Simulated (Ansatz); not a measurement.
## Nudged elastic band run: Al

Input file:

```yaml
crystal:
  lattice:
    - [8.1, 0.0, 0.0]
    - [0.0, 8.1, 0.0]
    - [0.0, 0.0, 8.1]
  atoms:
    - { symbol: Al, position: [0.50377073, -0.00203619, -0.0020539] }
    - { symbol: Al, position: [0.74748471, 0.24431, -0.00208058] }
    - { symbol: Al, position: [0.74748487, -0.00206276, 0.24431042] }
    - { symbol: Al, position: [-0.00578079, -0.0020605, -0.00207816] }
    - { symbol: Al, position: [0.25058117, 0.23411339, 0.00225681] }
    - { symbol: Al, position: [0.51282242, 0.5003826, 0.00231563] }
    - { symbol: Al, position: [0.74750916, 0.7539432, -0.00205653] }
    - { symbol: Al, position: [0.25058127, 0.0022137, 0.23411773] }
    - { symbol: Al, position: [0.49912955, 0.25187221, 0.25188845] }
    - { symbol: Al, position: [0.75294375, 0.5003722, 0.23391657] }
    - { symbol: Al, position: [0.51281216, 0.00227179, 0.50039847] }
    - { symbol: Al, position: [0.75294375, 0.23392158, 0.50038811] }
    - { symbol: Al, position: [0.74750928, -0.00203869, 0.75394006] }
    - { symbol: Al, position: [-0.01607912, 0.50037303, 0.00225655] }
    - { symbol: Al, position: [0.25059216, 0.76313829, 0.0023074] }
    - { symbol: Al, position: [-0.0021016, 0.24771777, 0.24773223] }
    - { symbol: Al, position: [0.24561359, 0.49646154, 0.20243937] }
    - { symbol: Al, position: [0.49568119, 0.74542183, 0.25553787] }
    - { symbol: Al, position: [-0.0160698, 0.00221346, 0.50038903] }
    - { symbol: Al, position: [0.24561198, 0.20231197, 0.49642129] }
    - { symbol: Al, position: [0.56895114, 0.49650196, 0.49646307] }
    - { symbol: Al, position: [0.75300553, 0.76334502, 0.50039918] }
    - { symbol: Al, position: [0.25059205, 0.00226407, 0.76311721] }
    - { symbol: Al, position: [0.49562962, 0.25557423, 0.7453887] }
    - { symbol: Al, position: [0.75300603, 0.50038318, 0.76333417] }
    - { symbol: Al, position: [0.00112594, 0.74979892, 0.25093293] }
    - { symbol: Al, position: [-0.04534033, 0.4964864, 0.49644775] }
    - { symbol: Al, position: [0.24562996, 0.81597251, 0.49644017] }
    - { symbol: Al, position: [0.0011748, 0.25096554, 0.7497702] }
    - { symbol: Al, position: [0.24563126, 0.49648033, 0.81612984] }
    - { symbol: Al, position: [0.49201239, 0.74173647, 0.74175596] }
    - { symbol: Al, position: [0.00477001, 0.74636789, 0.74638632] }
    - { symbol: Al, position: [0.26634219, 0.51270188, 0.51289459] }
basis:
  ecutwfc: 420.0
kpoints:
  mp_grid: { grid: [3, 3, 3] }
hamiltonian:
  xc: pbe
scf:
  occupations: { method: fermi_dirac, width: 0.1 }
  lower_state_search: "off"
neb:
  images: 5
  f_tol: 0.03
  initial_path: idpp
  max_iterations: 80
  final_atoms:
    - { symbol: Al, position: [0.49955477, 0.00112265, -0.00029332] }
    - { symbol: Al, position: [0.74902475, 0.2508799, -0.01269479] }
    - { symbol: Al, position: [0.74907195, -0.01628471, 0.24945573] }
    - { symbol: Al, position: [0.00136879, 0.00256572, 0.00099286] }
    - { symbol: Al, position: [0.25135073, 0.24302202, -0.06537076] }
    - { symbol: Al, position: [0.49214455, 0.49376625, 0.0068307] }
    - { symbol: Al, position: [0.75073435, 0.74600681, -0.00419059] }
    - { symbol: Al, position: [0.25133969, -0.03844328, 0.25337915] }
    - { symbol: Al, position: [0.55177653, 0.24288877, 0.25354614] }
    - { symbol: Al, position: [0.7490116, 0.51103065, 0.24947171] }
    - { symbol: Al, position: [0.50277317, -0.00229342, 0.50253525] }
    - { symbol: Al, position: [0.74907534, 0.25089005, 0.51521138] }
    - { symbol: Al, position: [0.75076979, -0.0063074, 0.75193054] }
    - { symbol: Al, position: [0.00868649, 0.49241426, 0.00820948] }
    - { symbol: Al, position: [0.24978864, 0.75476348, -0.0140485] }
    - { symbol: Al, position: [-0.05915254, 0.24292668, 0.25349705] }
    - { symbol: Al, position: [0.2513005, 0.57634461, 0.25331652] }
    - { symbol: Al, position: [0.51582506, 0.75462152, 0.24947011] }
    - { symbol: Al, position: [-0.00188883, -0.00099378, 0.50128787] }
    - { symbol: Al, position: [0.25139848, 0.24296392, 0.5464237] }
    - { symbol: Al, position: [0.49593811, 0.49732682, 0.49556365] }
    - { symbol: Al, position: [0.75077453, 0.74592097, 0.50560036] }
    - { symbol: Al, position: [0.24979012, -0.01655471, 0.7476079] }
    - { symbol: Al, position: [0.51482908, 0.25088627, 0.74759408] }
    - { symbol: Al, position: [0.75072597, 0.50305944, 0.75184696] }
    - { symbol: Al, position: [-0.01485468, 0.75470331, 0.24946509] }
    - { symbol: Al, position: [0.00503377, 0.49594466, 0.49404532] }
    - { symbol: Al, position: [0.24979642, 0.7545891, 0.51646845] }
    - { symbol: Al, position: [-0.01382885, 0.2508832, 0.74754261] }
    - { symbol: Al, position: [0.24979204, 0.51134936, 0.74747407] }
    - { symbol: Al, position: [0.50522746, 0.74592992, 0.75193045] }
    - { symbol: Al, position: [-0.00466657, 0.74597892, 0.75188734] }
    - { symbol: Al, position: [0.24491137, 0.27617053, 0.23696134] }
  order_check: true
```

Run as:

```bash
$ ansatz run input.yaml --threads 4 --pin off --max-ram 10240MiB --backend cpu --events-out ev --progress --plain --runs-dir out
```

Output, in part (warnings, iteration lines):

```
NEB end point (image 0): max|allowed force component| = 2.735e-2 eV/Å (the criterion of neb.relax_end_points is 1.000e-2)
NEB end point (image 6): max|allowed force component| = 1.753e-2 eV/Å (the criterion of neb.relax_end_points is 1.000e-2)
NEB iter   1: max|band force component| = 3.493e0 eV/Å  barrier→ = 2.7258 eV  barrier← = 2.7264 eV  Δτ_max = 0.1970 Å  (42 SCF iters)
NEB iter   2: max|band force component| = 8.106e-1 eV/Å  barrier→ = 1.1938 eV  barrier← = 1.1944 eV  Δτ_max = 0.1801 Å  (30 SCF iters)
NEB iter   3: max|band force component| = 2.442e-1 eV/Å  barrier→ = 1.0124 eV  barrier← = 1.0129 eV  CI = image 3  Δτ_max = 0.1254 Å  (27 SCF iters)
NEB iter   4: max|band force component| = 1.199e-1 eV/Å  barrier→ = 1.0292 eV  barrier← = 1.0297 eV  CI = image 3  Δτ_max = 0.0442 Å  (25 SCF iters)
NEB iter   5: max|band force component| = 1.307e-1 eV/Å  barrier→ = 1.0118 eV  barrier← = 1.0124 eV  CI = image 3  Δτ_max = 0.0221 Å  (25 SCF iters)
NEB iter   6: max|band force component| = 1.431e-1 eV/Å  barrier→ = 1.0012 eV  barrier← = 1.0018 eV  CI = image 3  Δτ_max = 0.0443 Å  (23 SCF iters)
NEB iter   7: max|band force component| = 1.683e-1 eV/Å  barrier→ = 0.9726 eV  barrier← = 0.9732 eV  CI = image 3  Δτ_max = 0.0882 Å  (25 SCF iters)
NEB iter   8: max|band force component| = 2.185e-1 eV/Å  barrier→ = 0.8909 eV  barrier← = 0.8915 eV  CI = image 3  Δτ_max = 0.1730 Å  (25 SCF iters)
NEB iter   9: max|band force component| = 2.494e-1 eV/Å  barrier→ = 0.6911 eV  barrier← = 0.6917 eV  CI = image 3  Δτ_max = 0.0885 Å  (28 SCF iters)
NEB iter  10: max|band force component| = 1.504e-1 eV/Å  barrier→ = 0.6204 eV  barrier← = 0.6210 eV  CI = image 3  Δτ_max = 0.0884 Å  (25 SCF iters)
NEB iter  11: max|band force component| = 1.250e-1 eV/Å  barrier→ = 0.5893 eV  barrier← = 0.5898 eV  CI = image 3  Δτ_max = 0.0886 Å  (25 SCF iters)
NEB iter  12: max|band force component| = 1.002e-1 eV/Å  barrier→ = 0.5809 eV  barrier← = 0.5815 eV  CI = image 3  Δτ_max = 0.0880 Å  (25 SCF iters)
NEB iter  13: max|band force component| = 1.473e-1 eV/Å  barrier→ = 0.5832 eV  barrier← = 0.5838 eV  CI = image 3  Δτ_max = 0.0364 Å  (25 SCF iters)
NEB iter  14: max|band force component| = 5.882e-2 eV/Å  barrier→ = 0.5741 eV  barrier← = 0.5747 eV  CI = image 3  Δτ_max = 0.0326 Å  (25 SCF iters)
NEB iter  15: max|band force component| = 2.879e-2 eV/Å  barrier→ = 0.5732 eV  barrier← = 0.5737 eV  CI = image 3  Δτ_max = 0.0374 Å  (24 SCF iters)
NEB iter  16: max|band force component| = 4.739e-2 eV/Å  barrier→ = 0.5704 eV  barrier← = 0.5710 eV  CI = image 3  Δτ_max = 0.0186 Å  (5 SCF iters)
NEB iter  17: max|band force component| = 7.604e-2 eV/Å  barrier→ = 0.5685 eV  barrier← = 0.5691 eV  CI = image 3  Δτ_max = 0.0372 Å  (24 SCF iters)
NEB iter  18: max|band force component| = 1.123e-1 eV/Å  barrier→ = 0.5648 eV  barrier← = 0.5654 eV  CI = image 3  Δτ_max = 0.0745 Å  (24 SCF iters)
NEB iter  19: max|band force component| = 1.167e-1 eV/Å  barrier→ = 0.5580 eV  barrier← = 0.5586 eV  CI = image 3  Δτ_max = 0.1479 Å  (25 SCF iters)
NEB iter  20: max|band force component| = 7.880e-2 eV/Å  barrier→ = 0.5519 eV  barrier← = 0.5525 eV  CI = image 3  Δτ_max = 0.0820 Å  (25 SCF iters)
NEB iter  21: max|band force component| = 3.914e-2 eV/Å  barrier→ = 0.5485 eV  barrier← = 0.5490 eV  CI = image 3  Δτ_max = 0.0390 Å  (25 SCF iters)
NEB iter  22: max|band force component| = 2.655e-2 eV/Å  barrier→ = 0.5474 eV  barrier← = 0.5480 eV  CI = image 3  Δτ_max = 0.0133 Å  (25 SCF iters)
NEB iter  23: max|band force component| = 2.297e-2 eV/Å  barrier→ = 0.5471 eV  barrier← = 0.5477 eV  CI = image 3  Δτ_max = 0.0093 Å  (5 SCF iters)
NEB iter  24: max|band force component| = 2.347e-2 eV/Å  barrier→ = 0.5470 eV  barrier← = 0.5476 eV  CI = image 3  Δτ_max = 0.0000 Å  (196 SCF iters)
```

The forces met the threshold. The band force fell under the threshold earlier too, but the program's further tests of the path sent the band on. By the program's own check the climbing image is a first-order saddle point (lowest curvatures found: -0.53 and 0.27 eV/Å²). Limits of this set-up: coarse k mesh, a small cell, in which the defect meets its images, a typed lattice constant that wasn't relaxed here.

Final band (atoms are numbered from 1 in the order of the input):

```
image  path coordinate (Å)  energy (eV)  Al5–Al8 (Å)  Al5–Al17 (Å)  Al8–Al20 (Å)
    0                 0.00         0.00         2.66          2.67          2.67
    1                 0.93         0.00         2.78          2.70          2.55
    2                 1.86         0.32         2.90          2.89          2.58
    3                 2.79         0.55         2.90          3.23          2.68
    4                 4.04         0.16         2.78          3.96          2.69
    5                 5.29         0.02         2.93          4.14          2.94
    6                 6.54         0.00         3.44          3.74          3.29
```

The run took 18 min on 4 threads of Intel(R) Xeon(R) 6975P-C (Granite Rapids), with other jobs on the host, peak memory 4.5 GiB.
